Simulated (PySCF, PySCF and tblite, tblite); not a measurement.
# C₄H₁₂BNO: a path driven as rotation about a bond, and NMR exchange, part 3 of 3

PySCF and tblite. Atoms count from 0.

## 10. Shieldings, start: BP86/pcSseg-1

The job: settings as JSON, then the geometry in Å.

```
{"job": {"kind": "nmr", "xc": "BP86", "basis": "pcSseg-1", "pop": false}, "charge": 0, "multiplicity": 1}
C      2.547616     0.957609     0.090997
O      1.170930     0.960359    -0.163543
B      0.338714    -0.098985     0.102001
C      0.830368    -1.483697     0.740316
N     -1.011427     0.105905    -0.228216
C     -1.492236     1.341073    -0.805685
C     -2.071981    -0.854672    -0.044800
H      2.939900     1.927696    -0.221853
H      3.058533     0.171093    -0.473962
H      2.758567     0.818213     1.156331
H      1.898395    -1.495319     0.940705
H      0.325952    -1.685234     1.683211
H      0.619947    -2.321381     0.078373
H     -1.946564     1.156327    -1.784997
H     -2.247024     1.799709    -0.158022
H     -0.657153     2.024194    -0.921519
H     -1.684312    -1.770160     0.389209
H     -2.543339    -1.092850    -1.005057
H     -2.844691    -0.450629     0.619051
```

What it wrote:

```text
coarse grid: 15024 points
cycle   1  E = -314.2878757343  dE =  5.175e-01  |g| = 8.482e-01  |ddm| = 3.617e+00
cycle   2  E = -313.9228976788  dE =  3.650e-01  |g| = 1.566e+00  |ddm| = 2.289e+00
cycle   3  E = -314.4332738842  dE = -5.104e-01  |g| = 2.729e-01  |ddm| = 1.722e+00
cycle   4  E = -314.4474938501  dE = -1.422e-02  |g| = 7.209e-02  |ddm| = 2.312e-01
cycle   5  E = -314.4483759269  dE = -8.821e-04  |g| = 3.767e-02  |ddm| = 7.482e-02
cycle   6  E = -314.4486473279  dE = -2.714e-04  |g| = 1.146e-02  |ddm| = 3.082e-02
cycle   7  E = -314.4486750055  dE = -2.768e-05  |g| = 1.510e-03  |ddm| = 7.980e-03
cycle   8  E = -314.4486754814  dE = -4.758e-07  |g| = 6.140e-04  |ddm| = 1.807e-03
final grid: 142704 points
cycle   9  E = -314.5146938233  dE = -8.435e-05  |g| = 1.036e-02  |ddm| = 4.121e-02
cycle  10  E = -314.5146406109  dE =  5.321e-05  |g| = 1.925e-02  |ddm| = 1.911e-02
cycle  11  E = -314.5147147905  dE = -7.418e-05  |g| = 3.085e-03  |ddm| = 1.337e-02
cycle  12  E = -314.5147168000  dE = -2.010e-06  |g| = 2.639e-04  |ddm| = 2.408e-03
cycle  13  E = -314.5147168114  dE = -1.139e-08  |g| = 1.547e-04  |ddm| = 3.428e-04
cycle  14  E = -314.5147168219  dE = -1.049e-08  |g| = 5.154e-05  |ddm| = 1.628e-04
cycle  15  E = -314.5147168225  dE = -5.481e-10  |g| = 9.456e-06  |ddm| = 3.951e-05
converged SCF energy = -314.5147168225

GIAO shielding tensors (ppm)
atom      isotropic    diamagn.    paramagn.     s11        s22        s33       span
  0 C      124.659     242.993    -118.333     98.500     99.775    175.703     77.203
  1 O      231.868     398.875    -167.008     84.161    275.554    335.888    251.727
  2 B       68.854     198.143    -129.288     52.167     66.485     87.910     35.743
  3 C      188.556     256.001     -67.445    181.298    188.703    195.666     14.368
  4 N      167.744     326.367    -158.624     82.405    201.726    219.101    136.696
  5 C      144.004     246.990    -102.987    117.037    134.685    180.290     63.252
  6 C      140.019     246.839    -106.820    117.581    123.630    178.846     61.265
  7 H       27.632      28.202      -0.570     23.410     25.987     33.500     10.090
  8 H       27.754      29.593      -1.839     24.048     25.467     33.748      9.700
  9 H       27.756      29.587      -1.832     24.051     25.462     33.753      9.702
 10 H       31.411      32.810      -1.399     26.565     30.538     37.130     10.565
 11 H       31.616      32.955      -1.339     27.209     30.085     37.554     10.344
 12 H       31.613      32.958      -1.345     27.202     30.092     37.546     10.345
 13 H       29.510      30.025      -0.515     25.426     27.132     35.971     10.545
 14 H       29.510      30.024      -0.515     25.423     27.134     35.972     10.549
 15 H       27.448      31.821      -4.373     21.644     29.362     31.340      9.696
 16 H       28.542      32.096      -3.555     23.446     29.865     32.314      8.868
 17 H       29.145      29.816      -0.671     25.353     26.683     35.397     10.044
 18 H       29.145      29.812      -0.667     25.357     26.681     35.396     10.039
```

Wall time 20 s (1 thread of AMD EPYC 9R45, shared host); peak memory 0.67 GiB.

Key values: HOMO -5.14 eV, LUMO 0.65 eV; dipole 0.33 D.

## 11. Single-point energy, saddle of leg 1: BP86/pcSseg-1

The job: settings as JSON, then the geometry in Å.

```
{"job": {"kind": "sp", "xc": "BP86", "basis": "pcSseg-1", "pop": false}, "charge": 0, "multiplicity": 1}
C      2.280963     1.070683    -0.295757
O      1.350199     0.722949     0.686479
B      0.373897    -0.260493     0.507115
C      0.632384    -1.740106     1.061917
N     -0.842013     0.094564    -0.086281
C     -1.141968     1.441109    -0.524378
C     -1.956093    -0.799839    -0.300718
H      1.798917     1.341450    -1.244213
H      2.977851     0.244841    -0.490725
H      2.847224     1.928971     0.072243
H      1.602642    -1.808314     1.546102
H     -0.116001    -2.041225     1.791240
H      0.616591    -2.476833     0.260367
H     -1.259785     1.480082    -1.612845
H     -2.073170     1.787770    -0.066207
H     -0.337286     2.105323    -0.222699
H     -1.693117    -1.807348     0.003412
H     -2.233075    -0.811109    -1.359985
H     -2.828162    -0.472474     0.274932
```

What it wrote:

```text
coarse grid: 15024 points
cycle   1  E = -314.2702828120  dE =  5.126e-01  |g| = 8.681e-01  |ddm| = 3.618e+00
cycle   2  E = -313.8600453386  dE =  4.102e-01  |g| = 1.642e+00  |ddm| = 2.826e+00
cycle   3  E = -314.4213566992  dE = -5.613e-01  |g| = 2.727e-01  |ddm| = 2.276e+00
cycle   4  E = -314.4354788395  dE = -1.412e-02  |g| = 8.128e-02  |ddm| = 2.527e-01
cycle   5  E = -314.4366173354  dE = -1.138e-03  |g| = 4.153e-02  |ddm| = 8.320e-02
cycle   6  E = -314.4369507846  dE = -3.334e-04  |g| = 1.243e-02  |ddm| = 3.453e-02
cycle   7  E = -314.4369842462  dE = -3.346e-05  |g| = 1.555e-03  |ddm| = 8.975e-03
cycle   8  E = -314.4369846891  dE = -4.429e-07  |g| = 6.960e-04  |ddm| = 1.856e-03
final grid: 142704 points
cycle   9  E = -314.5030897455  dE = -7.267e-05  |g| = 8.778e-03  |ddm| = 3.590e-02
cycle  10  E = -314.5030605607  dE =  2.918e-05  |g| = 1.455e-02  |ddm| = 1.562e-02
cycle  11  E = -314.5031056897  dE = -4.513e-05  |g| = 2.314e-03  |ddm| = 1.032e-02
cycle  12  E = -314.5031068855  dE = -1.196e-06  |g| = 2.429e-04  |ddm| = 2.069e-03
cycle  13  E = -314.5031068924  dE = -6.891e-09  |g| = 1.638e-04  |ddm| = 3.016e-04
cycle  14  E = -314.5031068980  dE = -5.568e-09  |g| = 4.038e-05  |ddm| = 1.607e-04
cycle  15  E = -314.5031068983  dE = -3.461e-10  |g| = 9.136e-06  |ddm| = 3.569e-05
converged SCF energy = -314.5031068983
```

Wall time 14 s (1 thread of AMD EPYC 9R45, shared host); peak memory 0.49 GiB.

In short: HOMO -5.62 eV, LUMO 0.15 eV; dipole 1.88 D.

## 12. Shieldings, end: BP86/pcSseg-1

The job: settings as JSON, then the geometry in Å.

```
{"job": {"kind": "nmr", "xc": "BP86", "basis": "pcSseg-1", "pop": false}, "charge": 0, "multiplicity": 1}
C      2.151556     1.307982    -0.319017
O      1.695437     0.206066     0.413876
B      0.484123    -0.411586     0.441776
C      0.521186    -1.775547     1.283396
N     -0.718523     0.013217    -0.168361
C     -0.990647     1.302558    -0.767790
C     -1.892127    -0.830315    -0.246971
H      1.874906     2.251250     0.165573
H      1.777828     1.304974    -1.346820
H      3.243395     1.246527    -0.344621
H      1.465349    -1.856932     1.813768
H     -0.277170    -1.832981     2.019110
H      0.438923    -2.651280     0.642768
H     -1.060744     1.226421    -1.860283
H     -1.948810     1.682885    -0.396786
H     -0.224357     2.023875    -0.510472
H     -1.670300    -1.827813     0.113836
H     -2.232001    -0.902081    -1.285835
H     -2.711562    -0.412432     0.349390
```

What it wrote:

```text
coarse grid: 15024 points
cycle   1  E = -314.2738409691  dE =  5.234e-01  |g| = 8.558e-01  |ddm| = 3.617e+00
cycle   2  E = -313.8951855106  dE =  3.787e-01  |g| = 1.587e+00  |ddm| = 2.378e+00
cycle   3  E = -314.4216049862  dE = -5.264e-01  |g| = 2.799e-01  |ddm| = 1.785e+00
cycle   4  E = -314.4363760720  dE = -1.477e-02  |g| = 7.840e-02  |ddm| = 2.365e-01
cycle   5  E = -314.4374398833  dE = -1.064e-03  |g| = 3.932e-02  |ddm| = 8.083e-02
cycle   6  E = -314.4377379818  dE = -2.981e-04  |g| = 1.124e-02  |ddm| = 3.168e-02
cycle   7  E = -314.4377646216  dE = -2.664e-05  |g| = 1.609e-03  |ddm| = 7.791e-03
cycle   8  E = -314.4377651210  dE = -4.994e-07  |g| = 6.614e-04  |ddm| = 1.869e-03
final grid: 142704 points
cycle   9  E = -314.5052700389  dE = -8.235e-05  |g| = 1.027e-02  |ddm| = 3.896e-02
cycle  10  E = -314.5052215686  dE =  4.847e-05  |g| = 1.866e-02  |ddm| = 1.804e-02
cycle  11  E = -314.5052900510  dE = -6.848e-05  |g| = 3.066e-03  |ddm| = 1.259e-02
cycle  12  E = -314.5052920075  dE = -1.956e-06  |g| = 3.113e-04  |ddm| = 2.432e-03
cycle  13  E = -314.5052920320  dE = -2.457e-08  |g| = 1.709e-04  |ddm| = 3.720e-04
cycle  14  E = -314.5052920378  dE = -5.800e-09  |g| = 5.108e-05  |ddm| = 1.731e-04
cycle  15  E = -314.5052920289  dE =  8.936e-09  |g| = 9.280e-06  |ddm| = 4.217e-05
cycle  16  E = -314.5052920289  dE = -2.251e-11  |g| = 2.769e-06  |ddm| = 1.103e-05
converged SCF energy = -314.5052920289

GIAO shielding tensors (ppm)
atom      isotropic    diamagn.    paramagn.     s11        s22        s33       span
  0 C      124.175     245.396    -121.221     98.211    102.524    171.789     73.577
  1 O      234.898     393.941    -159.043    136.910    229.227    338.555    201.645
  2 B       69.585     197.124    -127.539     51.231     69.913     87.611     36.381
  3 C      179.269     254.346     -75.077    170.526    178.506    188.775     18.249
  4 N      176.903     326.422    -149.520    105.730    201.064    223.914    118.184
  5 C      140.847     247.526    -106.679    117.920    126.991    177.632     59.712
  6 C      136.776     246.611    -109.835    113.707    118.734    177.886     64.179
  7 H       27.392      29.903      -2.512     23.637     25.401     33.137      9.500
  8 H       27.435      31.279      -3.844     23.419     26.391     32.496      9.077
  9 H       27.541      28.020      -0.479     23.230     25.963     33.431     10.200
 10 H       31.702      31.780      -0.078     27.244     30.357     37.505     10.261
 11 H       31.686      32.532      -0.845     27.509     30.792     36.759      9.250
 12 H       31.527      32.212      -0.684     27.789     30.045     36.748      8.959
 13 H       28.739      30.553      -1.814     24.773     26.471     34.974     10.201
 14 H       29.362      30.378      -1.016     25.703     27.151     35.231      9.528
 15 H       27.881      32.815      -4.934     22.714     28.739     32.191      9.477
 16 H       28.508      31.874      -3.367     23.465     29.842     32.216      8.751
 17 H       29.238      29.993      -0.755     25.629     26.872     35.212      9.583
 18 H       29.049      30.043      -0.994     25.204     26.862     35.080      9.876
```

Wall time 22 s (1 thread of AMD EPYC 9R45, shared host); peak memory 0.71 GiB.

Key values: HOMO -5.34 eV, LUMO 0.62 eV; dipole 2.27 D.

## 13. Second level: BP86/pcSseg-1 + D3(BJ)

The job: settings as JSON, then the geometry in Å.

```
{"job": {"smiles": "COB(C)N(C)C", "charge": 0, "mult": 1, "motion": "rotation", "what": "boronate", "atoms": [2, 1], "drives": [{"terms": [["t", [3, 2, 1, 0], 0.5], ["t", [4, 2, 1, 0], 0.5]], "by": 180, "n": 12}], "study": "path", "level": {"kind": "nmr", "xc": "BP86", "basis": "pcSseg-1", "wide": true}, "fields": [100, 200, 900], "first": 3, "seed": 358, "kind": "pathvar"}, "charge": 0, "multiplicity": 1}
C      2.547616     0.957609     0.090997
O      1.170930     0.960359    -0.163543
B      0.338714    -0.098985     0.102001
C      0.830368    -1.483697     0.740316
N     -1.011427     0.105905    -0.228216
C     -1.492236     1.341073    -0.805685
C     -2.071981    -0.854672    -0.044800
H      2.939900     1.927696    -0.221853
H      3.058533     0.171093    -0.473962
H      2.758567     0.818213     1.156331
H      1.898395    -1.495319     0.940705
H      0.325952    -1.685234     1.683211
H      0.619947    -2.321381     0.078373
H     -1.946564     1.156327    -1.784997
H     -2.247024     1.799709    -0.158022
H     -0.657153     2.024194    -0.921519
H     -1.684312    -1.770160     0.389209
H     -2.543339    -1.092850    -1.005057
H     -2.844691    -0.450629     0.619051
```

What it wrote:

```text
stationary points (kcal/mol above the start)
  n  kind          group   xTB      DFT    lowest mode
  0  minimum      Cs       0.00     0.00      73.2
  1  saddle       C1       8.67     7.07    -136.4
  2  minimum      C1       4.01     5.65      52.0

GFN2-xTB energies: T/K, barrier G, reaction G (kcal/mol), k forward, k back (1/s)
 150.00     8.27     4.32       5.66   5.52e+06
 200.00     8.35     4.38    6.3e+03   1.94e+08
 250.00     8.44     4.45   4.33e+05   1.68e+09
 298.15     8.55     4.52   6.74e+06   6.89e+09
 350.00     8.67     4.59   5.62e+07   2.06e+10
 400.00     8.80     4.66    2.6e+08   4.54e+10
 500.00     9.08     4.79   2.24e+09   1.39e+11

PBE0/pcSseg-1 + D3(BJ) energies: T/K, barrier G, reaction G (kcal/mol), k forward, k back (1/s)
 150.00     6.93     6.25        497   3.18e+11
 200.00     7.01     6.32   1.81e+05   7.21e+11
 250.00     7.11     6.38   6.35e+06   1.21e+12
 298.15     7.21     6.45    6.4e+07   1.71e+12
 350.00     7.34     6.52   3.82e+08   2.26e+12
 400.00     7.47     6.59   1.39e+09   2.77e+12
 500.00     7.74     6.72   8.59e+09   3.72e+12

BP86/pcSseg-1 + D3(BJ) energies: T/K, barrier G, reaction G (kcal/mol), k forward, k back (1/s)
 150.00     6.66     5.96   1.22e+03   2.95e+11
 200.00     6.74     6.03   3.55e+05   6.81e+11
 250.00     6.84     6.09   1.09e+07   1.16e+12
 298.15     6.95     6.16   1.01e+08   1.65e+12
 350.00     7.07     6.23   5.62e+08   2.18e+12
 400.00     7.20     6.30   1.95e+09   2.69e+12
 500.00     7.48     6.43   1.13e+10   3.64e+12
```

It took 1.9 min on 1 thread of AMD EPYC 9R45, shared host; peak memory 0.85 GiB. This counts the runs that the step sums up.

Barriers by level (kcal/mol; entropies in cal/(mol K)). Zero-point and thermal terms come from xTB in every row. ΔG‡ leaves symmetry out; the rate counts equivalent paths (a factor of 2); effective ΔG‡, where given, is the barrier that would give that rate by Eyring's equation alone:

```
                 level   ΔE‡  with zero-point   ΔH‡   ΔS‡  ΔG‡ (298 K)  ΔE of reaction  k at 298 K (1/s)  effective ΔG‡
              GFN2-xTB  8.67             8.14  7.73  -2.7         8.55            4.01           6.7e+06           8.14
PBE0/pcSseg-1 + D3(BJ)  7.34             6.81  6.40  -2.7         7.21            5.94           6.4e+07           6.80
BP86/pcSseg-1 + D3(BJ)  7.07             6.54  6.13  -2.7         6.95            5.65             1e+08           6.53
```

## 14. What came out

This closing draws on all 3 parts.

| quantity | value |
| --- | --- |
| barrier (PBE0/pcSseg-1 + D3(BJ)) | ΔE‡ 7.3, ΔG‡(298 K) 7.2 kcal/mol |
| barrier (GFN2-xTB) | ΔE‡ 8.7 kcal/mol |
| rate at 298 K | 6.4e+07 s⁻¹ |
| end of the path | 5.9 kcal/mol from the start |

What this shows: The barrier is 7.3 kcal/mol at the DFT level (xTB: 8.7); with thermal terms and the count of paths the DFT value gives a rate of 6.4e+07 s⁻¹ at 298 K. An error of 1.4 kcal/mol changes that rate tenfold. BP86/pcSseg-1 + D3(BJ) moves the barrier from 7.3 to 7.1 kcal/mol.
